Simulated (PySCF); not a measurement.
# C4H4Se: the cost of one run

Computed with PySCF 2.14.0 and routines of our own; the level stands in each step. Atoms count from 0.

### 1 The starting structure

9 atoms, charge 0, multiplicity 1; geometry from: GFN2-xTB.

### 2 Relaxing the molecule at LC-wPBE/def2-SVP

The job: settings as JSON, then the geometry in Å.

```
{"job": {"xc": "LC-wPBE", "basis": "def2-SVP", "grid": 1, "kind": "geom"}, "charge": 0, "multiplicity": 1}
C      0.632482    -0.740613    -0.154027
C     -0.774758    -0.581694    -0.174431
C     -1.202938     0.674212     0.108119
Se     0.202460     1.835838     0.442582
C      1.322242     0.388969     0.143870
H      1.112929    -1.682526    -0.358255
H     -1.446487    -1.393844    -0.396126
H     -2.222421     1.012869     0.148672
H      2.390052     0.492783     0.214417
```

Launch:

```
$ OMP_NUM_THREADS=1 python excited_run.py task.json out
```

One launch serves the whole session: the jobs run in the order shown.

**Question.** How long does this first job take on 1 thread of Arm Neoverse V1, shared host, and how much memory does it need?

About 55 s, with a peak of 0.57 GiB.
